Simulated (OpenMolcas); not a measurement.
# Ag⁴⁺ among point charges: CASSCF and CASPT2 levels and susceptibility

How does a field of 6 point charges split the states of Ag⁴⁺, and what χT follows?

Program: OpenMolcas 26.06. Level of theory: state-averaged CASSCF and CASPT2, spin-orbit coupling by RASSI with atomic mean-field integrals. These are calculated values, not measurements, unless marked.

**1. What is computed**

- Species: Ag⁴⁺ (silver, Z = 47, 43 electrons)
- Basis: ANO-RCC-VDZP [6s5p3d1f], 43 functions
- Scalar Hamiltonian: DKH2, point nucleus
- Inactive shells: 1s 2s 2p 3s 3p 3d 4s 4p
- Active space: 7 electrons in 5 orbitals (4d)
- Some configurations of this space: 4d⁷
- Orbitals: optimised for each spin and parity, averaged over all roots

Outer shells as boxes (Hund's rule):

4d7
```
4d [↑↓][↑↓][↑ ][↑ ][↑ ]
```

The ion sits among 6 point charges of -1.7 e arranged as a tetragonal octahedron (D4h), 1.92 Å from the ion, with the axial distance 1.997 Å.

Each step is its own input file, run in one work folder so that later steps find the files of earlier ones. Labels, J, g values, rates, χT and fits are worked out afterwards by a script from the matrices that RASSI stores. The input lists half of the charges; inversion (Group=XYZ) makes the rest.

**2. One- and two-electron integrals**

The input, a.inp:

```
&GATEWAY
Coord
1

Ag 0.0 0.0 0.0
Basis=ANO-RCC-VDZP
Group=XYZ
NoMove
AngMom=0.0 0.0 0.0
AMFI
XField
3 Angstrom 0
1.920000 0.000000 0.000000 -1.700000
0.000000 1.920000 0.000000 -1.700000
0.000000 0.000000 1.996800 -1.700000
&SEWARD
```

On the command line:

```
OMP_NUM_THREADS=1 MOLCAS_MEM=1689 MOLCAS_PROJECT=a pymolcas a.inp > a.log
```

**3. Reference wave functions, quartets of even parity, 10 roots**

The input, a.inp:

```
&RASSCF
FileOrb=start.orb
Symmetry=1
Spin=4
nActEl=7 0 0
Inactive=9 9
Ras2=5 0
CIRoot=10 10 1
SDav=10
CIMx=300
Iter=120 100
PrWF=0.3
OrbListing=Nothing
MaxOrb=0
>>> COPY $Project.JobIph JOB001
```

start.orb holds the contracted functions of the basis, ordered by shell, or the orbitals of the step before.

**4. Reference wave functions, doublets of even parity, 40 roots**

The input, a.inp:

```
&RASSCF
FileOrb=start.orb
Symmetry=1
Spin=2
nActEl=7 0 0
Inactive=9 9
Ras2=5 0
CIRoot=40 40 1
SDav=40
CIMx=300
Iter=120 100
PrWF=0.3
OrbListing=Nothing
MaxOrb=0
>>> COPY $Project.JobIph JOB002
```

**5. State interaction with spin-orbit coupling**

The input, a.inp:

```
&RASSI
NrOfJobIphs=2 10 40
1 2 3 4 5 6 7 8 9 10
1 2 3 4 5 6 7 8 9 10 11 12 13 14 15 16 17 18 19 20 21 22 23 24 25 26 27
28 29 30 31 32 33 34 35 36 37 38 39 40
IphNames
JOB001
JOB002
EJob
SpinOrbit
DIPRint=1.0
SOCoupling=1000.0
Subsets=2
Property=9
'ANGMOM' 1 'ANGMOM' 2 'ANGMOM' 3 'MLTPL  1' 1 'MLTPL  1' 2 'MLTPL  1' 3
'AMFI' 1 'AMFI' 2 'AMFI' 3
SOProperty=3
'ANGMOM' 1 'ANGMOM' 2 'ANGMOM' 3
```

**6. CASPT2: IPEA 0.25, imaginary shift 0.1 (closed shells correlated: 4s 4p)**

The input, a.inp:

```
>>> COPY JOB001 $Project.JobIph
&CASPT2
Multistate=10 1 2 3 4 5 6 7 8 9 10
NoMult
Frozen=8 6
IPEA=0.25
Imaginary=0.1
MaxIter=60
WThr=0.0 0.3 0.05
PrWF=0.5
NoMix
>>> COPY JOB002 $Project.JobIph
&CASPT2
Multistate=40 1 2 3 4 5 6 7 8 9 10 11 12 13 14 15 16 17 18 19 20 21 22
23 24 25 26 27 28 29 30 31 32 33 34 35 36 37 38 39 40
NoMult
Frozen=8 6
IPEA=0.25
Imaginary=0.1
MaxIter=60
WThr=0.0 0.3 0.05
PrWF=0.5
NoMix
```

(Steps that only read results are left out.)

Before running it: what results should come out? Wanted: spin-free ground state; first state of the same spin within the active space; lowest level; next level.

As calculated:

```
                                            quantity                                                                        value
                                              method  SS-CASPT2, IPEA 0.25, imaginary shift 0.1 (closed shells correlated: 4s 4p)
                              spin-free ground state                                              4A2, 1-fold in its orbital part
first state of the same spin within the active space                                                               4E at 550 cm⁻¹
                                        lowest level                                            2-fold E1/2, g = 2.93, 5.76, 5.76
                                          next level                                                                   854.9 cm⁻¹
                                         χT at 300 K                                                               3.52 cm³ K/mol
                           effective moment at 300 K                                                                      5.31 μB
```

Cost by method:

| method | time of its own steps | time with the reference |
| --- | --- | --- |
| A. CASSCF | 15 s | 15 s |
| B. SS-CASPT2, IPEA 0.25, imaginary shift 0.1, +4s 4p | 5.1 s | 20 s |

Times are of one thread on a shared host.

In words: The spin-free ground state (4A2) comes to 98 % from free-ion F terms and keeps the highest spin of the shell. χT at 300 K is 3.52, against 1.88 cm³ K/mol for the spin alone, so orbital moment adds to it. An active space of the d shell alone favours high spin; real ions in strong fields can be low spin. The field of point charges can differ much from that of real complexes. With metal d orbitals alone active, the gaps between spin states are rough; where two lie within a few thousand cm-1, their order is open. This is an electrostatic model: the charges have no orbitals.
